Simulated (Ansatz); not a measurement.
**CH₄F₂OSi: an energy map over bond length Si5–H7 and bond length Si5–H9**

Aim: map the energy of CH₄F₂OSi, SMILES FC(F)O[SiH3] over two coordinates, and find its wells, ridges and stiffness.

Program: Ansatz 0.2.0. Level of theory: RKS PBE0-D4/def2-SVP. These are calculated values, not measurements.

## 1. The starting structure

SMILES `FC(F)O[SiH3]`, 9 atoms, charge 0, spin multiplicity 1.

Atoms are counted from 1 here; the program's logs count them from 0.

Bond lengths: F1–C2 1.365 Å, C2–F3 1.375 Å, C2–O4 1.354 Å, C2–H6 1.113 Å, O4–Si5 1.717 Å, Si5–H7 1.495 Å, Si5–H8 1.500 Å, Si5–H9 1.499 Å. Angles: F1–C2–F3 106.3°, F1–C2–O4 111.2°, F1–C2–H6 109.0°, F3–C2–O4 110.7°, F3–C2–H6 108.9°, O4–C2–H6 110.6°, C2–O4–Si5 123.7°, O4–Si5–H7 103.9°, O4–Si5–H8 110.8°, O4–Si5–H9 110.1°, H7–Si5–H8 111.1°, H7–Si5–H9 110.3°, H8–Si5–H9 110.5°.

Geometry (Å):

```mol
CH4F2OSi
  3D, bonds by distance, orders not assigned

  9  8  0  0  0  0  0  0  0  0999 V2000
    1.7504   -0.7618   -0.8853 F   0  0
    1.3141   -0.2781    0.3148 C   0  0
    1.4482    1.0894    0.2526 F   0  0
    0.0240   -0.6224    0.5416 O   0  0
   -1.3147    0.1573   -0.1987 Si  0  0
    1.9709   -0.6689    1.1233 H   0  0
   -2.4234   -0.8386   -0.0751 H   0  0
   -1.0234    0.4646   -1.6375 H   0  0
   -1.6576    1.4122    0.5471 H   0  0
  1  2  8  0
  2  3  8  0
  2  4  8  0
  2  6  8  0
  4  5  8  0
  5  7  8  0
  5  8  8  0
  5  9  8  0
M  END
```

This geometry comes from a loose relaxation at PBE in a small basis, which is not shown.

## 3. Plan of the scan

The axes are (1) bond length Si5–H7: 15 values from 1.217 to 2.227 Å; (2) bond length Si5–H9: 15 values from 1.280 to 2.084 Å.

Nothing else is relaxed (all other coordinates rigid). Energies count from the relaxed molecule at the same level. Points are written as (first, second).

(The set-up runs are not shown.)

## 4. Point (1.650 Å, 1.682 Å)

The input, input.yaml:

```yaml
crystal:
  periodic: [false, false, false]
  atoms:
    - { symbol: F, position_ang: [1.729678, -0.734339, -0.879537] }
    - { symbol: C, position_ang: [1.31097, -0.271329, 0.314258] }
    - { symbol: F, position_ang: [1.465857, 1.073731, 0.277247] }
    - { symbol: O, position_ang: [0.026794, -0.593447, 0.53193] }
    - { symbol: Si, position_ang: [-1.3124, 0.15292, -0.199575] }
    - { symbol: H, position_ang: [1.955929, -0.685639, 1.106385] }
    - { symbol: H, position_ang: [-2.531335, -0.948748, -0.047841] }
    - { symbol: H, position_ang: [-1.025851, 0.443454, -1.631327] }
    - { symbol: H, position_ang: [-1.697542, 1.569781, 0.62097] }
basis:
  gaussian: { orbitals: def2-SVP }
hamiltonian:
  xc: pbe0
  dispersion: d4
output:
  forces: true
```

Command:

```sh
$ ansatz run input.yaml --threads 1 --pin off --max-ram 2560MiB --backend cpu --events-out ev --progress --plain --runs-dir out
```

Further runs follow: the other points that were computed.

What does the calculation give? Wanted: lowest point; highest computed point; largest force on an atom.

As calculated:

| quantity | value |
| --- | --- |
| lowest point | (1.506 Å, 1.510 Å), 0.8 kJ/mol |
| highest computed point | (2.227 Å, 2.084 Å), 346 kJ/mol above the lowest |
| largest force on an atom (eV/Å) | 0.4 at (1.506 Å, 1.510 Å) to 10.5 at (1.217 Å, 2.026 Å); 0.4 at the lowest point |
| time for the whole task | 27 min on 1 thread, shared host |

What this shows: The lowest computed point is at (1.506 Å, 1.510 Å), 0.8 kJ/mol from the relaxed molecule at the same level. The grid shows no well of another kind. The highest computed point, (2.227 Å, 2.084 Å), lies 346 kJ/mol above the lowest. Round the minimum the two coordinates are nearly uncoupled.
